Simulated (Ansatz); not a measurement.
**C2H5BOS: how energies converge with the basis set**

Aim: see how fast density functionals converge with the basis set for C2H5BOS.

Method: one geometry, several basis sets; program: Ansatz 0.2.0, Gaussian basis.

The runs, in order: PBE0-D4/def2-SVP; ωB97M-V/def2-SVP; PBE0-D4/def2-QZVPP; ωB97M-V/def2-QZVPP; the functionals' def2-TZVPP values are taken from earlier runs.

**1. The relaxed structure**

The geometry comes from an earlier relaxation with PBE0-D4 in a triple-zeta def2 set; it is a stationary point, not always the lowest conformer.

SMILES `BOC1CS1`, 10 atoms, charge 0, spin multiplicity 1.

Atoms are counted from 1 here; the program's logs count them from 0.

Bond lengths: B1–O2 1.349 Å, B1–H6 1.195 Å, B1–H7 1.196 Å, O2–C3 1.388 Å, C3–C4 1.471 Å, C3–S5 1.798 Å, C3–H8 1.085 Å, C4–S5 1.810 Å, C4–H9 1.084 Å, C4–H10 1.084 Å. Angles: O2–B1–H6 115.7°, O2–B1–H7 120.8°, H6–B1–H7 123.6°, B1–O2–C3 124.0°, O2–C3–C4 117.6°, O2–C3–S5 120.6°, O2–C3–H8 111.9°, C4–C3–S5 66.4°, C4–C3–H8 118.4°, S5–C3–H8 115.1°, C3–C4–S5 65.5°, C3–C4–H9 118.8°, C3–C4–H10 116.2°, S5–C4–H9 116.3°, S5–C4–H10 115.2°, H9–C4–H10 115.5°, C3–S5–C4 48.1°.

**2. PBE0-D4 in def2-SVP**

Contents of in.yaml:

```yaml
crystal:
  periodic: [false, false, false]
  atoms:
    - {symbol: B, position_ang: [-0.197335, -1.507659, 1.176832]}
    - {symbol: O, position_ang: [0.152197, -1.006651, -0.026115]}
    - {symbol: C, position_ang: [-0.339864, 0.183666, -0.543339]}
    - {symbol: C, position_ang: [0.631755, 1.240031, -0.866446]}
    - {symbol: S, position_ang: [-0.488746, 1.642058, 0.497214]}
    - {symbol: H, position_ang: [0.289686, -2.561334, 1.460084]}
    - {symbol: H, position_ang: [-0.956763, -0.917285, 1.888330]}
    - {symbol: H, position_ang: [-1.168025, 0.017500, -1.225075]}
    - {symbol: H, position_ang: [0.500432, 1.808304, -1.780579]}
    - {symbol: H, position_ang: [1.659762, 1.050171, -0.577905]}
basis:
  gaussian: {orbitals: def2-SVP}
hamiltonian: {xc: pbe0, dispersion: d4}
output: {orbitals: {seedname: orbitals}}
```

On the command line:

```
$ ansatz run in.yaml --threads 4 --pin off --events-out ev --progress --plain --max-ram 10444MiB
```

The runs that follow: ωB97M-V in def2-SVP; PBE0-D4 in def2-QZVPP; ωB97M-V in def2-QZVPP.

Q: Predict the results of all the runs planned. Wanted: PBE0-D4: double and triple zeta above quadruple; ωB97M-V: double and triple zeta above quadruple.

As calculated:

| quantity | value |
| --- | --- |
| PBE0-D4: double and triple zeta above quadruple | 9.89, 0.61 eV |
| ωB97M-V: double and triple zeta above quadruple | 10.04, 0.57 eV |

In words: For PBE0-D4 the step from double to triple zeta gains 9.28 eV and the next only 0.61 eV. These are total energies; as a rule much of such shifts cancels in differences, which this series doesn't test. The LUMO of ωB97M-V is positive and keeps falling with the basis (1.62 to 0.99 eV): an unbound level that the basis holds in place.
